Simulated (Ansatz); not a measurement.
**CH4BBrSi: up Jacob's ladder to CCSD(T)**

An exercise on one series of results from a longer session: the logs are not shown, and one member is left open.

Method: functionals in def2-TZVPP, the program's frozen cores in correlated methods; program: Ansatz 0.2.0, Gaussian basis.

Plan: LDA (SPW92), PBE-D4, revPBE-D4, BLYP-D4, r2SCAN-D4, B97M-V, PBE0-D4, B3LYP-D4, r2SCANh-D4, r2SCAN0-D4, HSE06-D4, BHLYP-D4, CAM-B3LYP-D4, LC-ωPBE, ωB97X-V, ωB97M-V, B2PLYP, PBE-QIDH; CCSD(T)/def2-SVP; CCSD(T)/def2-TZVPP; MP2/def2-QZVPP; extrapolation to the limit; RPA on PBE.

## The geometry

An earlier PBE0-D4 in a triple-zeta def2 set relaxation fixed the geometry.

8 atoms, charge 0, spin multiplicity 1.

Atoms are counted from 1 here; the program's logs count them from 0.

Bond lengths: Br1–B2 1.886 Å, B2–C3 1.508 Å, B2–Si4 1.922 Å, C3–Si4 1.966 Å, C3–H5 1.094 Å, C3–H6 1.088 Å, Si4–H7 1.480 Å, Si4–H8 1.484 Å. Angles: Br1–B2–C3 134.1°, Br1–B2–Si4 144.7°, C3–B2–Si4 68.7°, B2–C3–Si4 65.7°, B2–C3–H5 117.2°, B2–C3–H6 124.3°, Si4–C3–H5 94.4°, Si4–C3–H6 135.3°, H5–C3–H6 111.6°, B2–Si4–C3 45.6°, B2–Si4–H7 125.4°, B2–Si4–H8 121.9°, C3–Si4–H7 107.8°, C3–Si4–H8 123.1°, H7–Si4–H8 112.3°.

As a file:

```
Br   -2.6410    1.1735   -0.1543
B    -0.8908    0.5010   -0.3545
C     0.4199    0.7594    0.3452
Si    0.1974   -1.0826   -0.3035
H     1.2916    0.9644   -0.2838
H     0.5108    1.2302    1.3214
H     1.3239   -1.3790   -1.2158
H    -0.1196   -2.2240    0.5896
```

Set-up of the first run:

The input, in.yaml:

```yaml
crystal:
  periodic: [false, false, false]
  atoms:
    - {symbol: Br, position_ang: [-2.640960, 1.173450, -0.154261]}
    - {symbol: B, position_ang: [-0.890828, 0.501026, -0.354544]}
    - {symbol: C, position_ang: [0.419897, 0.759426, 0.345196]}
    - {symbol: Si, position_ang: [0.197361, -1.082612, -0.303531]}
    - {symbol: H, position_ang: [1.291580, 0.964428, -0.283831]}
    - {symbol: H, position_ang: [0.510840, 1.230176, 1.321418]}
    - {symbol: H, position_ang: [1.323923, -1.378957, -1.215826]}
    - {symbol: H, position_ang: [-0.119612, -2.224039, 0.589579]}
basis:
  gaussian: {orbitals: def2-TZVPP}
hamiltonian: {xc: lda}
output: {orbitals: {seedname: orbitals}}
```

Command:

```console
> ansatz run in.yaml --threads 2 --pin off --events-out ev --progress --plain --max-ram 4352MiB
```

Steps of the session up to this table: LDA; PBE-D4 (GGA); revPBE-D4 (GGA); BLYP-D4 (GGA); r2SCAN-D4 (meta-GGA); B97M-V (meta-GGA); PBE0-D4 (hybrid); B3LYP-D4 (hybrid); r2SCANh-D4 (hybrid); r2SCAN0-D4 (hybrid); HSE06-D4 (hybrid); BHLYP-D4 (hybrid); CAM-B3LYP-D4 (range-separated); LC-ωPBE (range-separated); ωB97X-V (range-separated); ωB97M-V (range-separated); B2PLYP (double hybrid); PBE-QIDH (double hybrid).

One table of the session follows, with a row left open; its other results are not shown here.

```
  functional  HOMO (eV)  LUMO (eV)  gap (eV)
 LDA (SPW92)      -5.89      -2.96      2.93
      PBE-D4      -5.77      -2.76      3.01
   revPBE-D4      -5.72      -2.68      3.04
     BLYP-D4      -5.63      -2.56      3.07
   r2SCAN-D4      -5.98      -2.55      3.44
      B97M-V      -6.04      -2.51      3.53
     PBE0-D4      -6.85      -1.88      4.97
    B3LYP-D4      -6.66      -2.02      4.64
  r2SCANh-D4      -6.38      -2.23      4.15
  r2SCAN0-D4      -6.99      -1.76      5.22
    HSE06-D4      -6.46      -2.26      4.20
    BHLYP-D4      -7.81      -0.81      7.00
CAM-B3LYP-D4          ?          ?         ?
     LC-ωPBE      -9.40       0.33      9.73
     ωB97X-V      -9.07       0.28      9.35
     ωB97M-V      -8.91       0.12      9.03
```

Estimate the missing values for CAM-B3LYP-D4.

The run gave: HOMO (eV): -8.11; LUMO (eV): -0.71; gap (eV): 7.40. In the column «HOMO (eV)» it lies between ωB97M-V (-8.91) and BHLYP-D4 (-7.81).

Caveats from the session: All levels share the lack of spin-orbit coupling, which lowers the free heavy atoms and so the true binding.
